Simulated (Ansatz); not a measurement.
# CH₅ClGaN: a ladder of functionals and wavefunction methods

An exercise on one series of results from a longer session: the logs are not shown, and one member is left open.

Computed with Ansatz 0.2.0, Gaussian basis. Level: functionals in def2-TZVPP, the program's frozen cores in correlated methods.

Plan: LDA (SPW92), PBE-D4, revPBE-D4, BLYP-D4, r2SCAN-D4, B97M-V, PBE0-D4, B3LYP-D4, r2SCANh-D4, r2SCAN0-D4, HSE06-D4, BHLYP-D4, CAM-B3LYP-D4, LC-ωPBE, ωB97X-V, ωB97M-V, B2PLYP, PBE-QIDH; CCSD(T)/def2-SVP; CCSD(T)/def2-TZVPP; MP2/def2-QZVPP; extrapolation to the limit; RPA on PBE.

## The geometry

All runs share one geometry, relaxed beforehand with PBE0-D4 in a triple-zeta def2 set.

SMILES `[CH3][Ga]([NH2])[Cl]`, 9 atoms, charge 0, spin multiplicity 1.

Atoms are counted from 1 here; the program's logs count them from 0.

Bond lengths: C1–Ga2 1.946 Å, C1–H5 1.091 Å, C1–H6 1.091 Å, C1–H7 1.090 Å, Ga2–N3 1.804 Å, Ga2–Cl4 2.159 Å, N3–H8 1.005 Å, N3–H9 1.005 Å. Angles: Ga2–C1–H5 109.7°, Ga2–C1–H6 109.7°, Ga2–C1–H7 111.5°, H5–C1–H6 107.8°, H5–C1–H7 109.1°, H6–C1–H7 109.0°, C1–Ga2–N3 128.0°, C1–Ga2–Cl4 119.7°, N3–Ga2–Cl4 112.2°, Ga2–N3–H8 124.5°, Ga2–N3–H9 122.7°, H8–N3–H9 112.7°.

The first run:

in.yaml reads:

```yaml
crystal:
  periodic: [false, false, false]
  atoms:
    - {symbol: C, position_ang: [0.118575, 1.341674, -0.788852]}
    - {symbol: Ga, position_ang: [0.110491, -0.512933, -0.199796]}
    - {symbol: N, position_ang: [-0.303389, -1.158537, 1.433611]}
    - {symbol: Cl, position_ang: [0.647646, -2.079446, -1.585306]}
    - {symbol: H, position_ang: [-0.545380, 1.458092, -1.646942]}
    - {symbol: H, position_ang: [1.124877, 1.622366, -1.104527]}
    - {symbol: H, position_ang: [-0.204767, 2.014661, 0.005779]}
    - {symbol: H, position_ang: [-0.579911, -0.592666, 2.216709]}
    - {symbol: H, position_ang: [-0.279740, -2.139610, 1.652123]}
basis:
  gaussian: {orbitals: def2-TZVPP}
hamiltonian: {xc: lda}
output: {orbitals: {seedname: orbitals}}
```

Command:

```bash
$ ansatz run in.yaml --threads 4 --pin off --events-out ev --progress --plain --max-ram 10444MiB
```

Steps of the session up to this table: LDA; PBE-D4 (GGA); revPBE-D4 (GGA); BLYP-D4 (GGA); r2SCAN-D4 (meta-GGA); B97M-V (meta-GGA); B3LYP-D4 (hybrid); r2SCANh-D4 (hybrid); r2SCAN0-D4 (hybrid); HSE06-D4 (hybrid); BHLYP-D4 (hybrid); CAM-B3LYP-D4 (range-separated); LC-ωPBE (range-separated); ωB97X-V (range-separated); ωB97M-V (range-separated); B2PLYP (double hybrid); PBE-QIDH (double hybrid).

One table of the session follows, with a row left open; its other results are not shown here.

It belongs to the step «Frontier levels by functional». 

| functional | HOMO (eV) | gap (eV) |
| --- | --- | --- |
| LDA (SPW92) | -6.34 | 5.11 |
| PBE-D4 | -6.14 | 5.19 |
| revPBE-D4 | -6.06 | 5.24 |
| BLYP-D4 | -6.01 | 5.12 |
| r2SCAN-D4 | ? | ? |
| B97M-V | -6.47 | 5.64 |
| PBE0-D4 | -7.52 | 7.37 |
| B3LYP-D4 | -7.28 | 6.86 |
| r2SCANh-D4 | -6.95 | 6.57 |
| r2SCAN0-D4 | -7.74 | 7.76 |
| HSE06-D4 | -7.11 | 6.60 |
| BHLYP-D4 | -8.82 | 9.43 |
| CAM-B3LYP-D4 | -8.97 | 9.72 |
| LC-ωPBE | -10.42 | 12.35 |
| ωB97X-V | -10.01 | 11.79 |
| ωB97M-V | -9.91 | 11.45 |

Q: Estimate the row for r2SCAN-D4 from the others.

Worked estimate for «HOMO (eV)». Against the share of exact exchange, r2SCANh-D4 (0.1, -6.95), r2SCAN0-D4 (0.25, -7.74) give a slope of -5.27 per unit share; at 0 the line stands at -6.42.

As computed: HOMO (eV): -6.44; gap (eV): 5.77. In «HOMO (eV)» the line misses by +0.02.
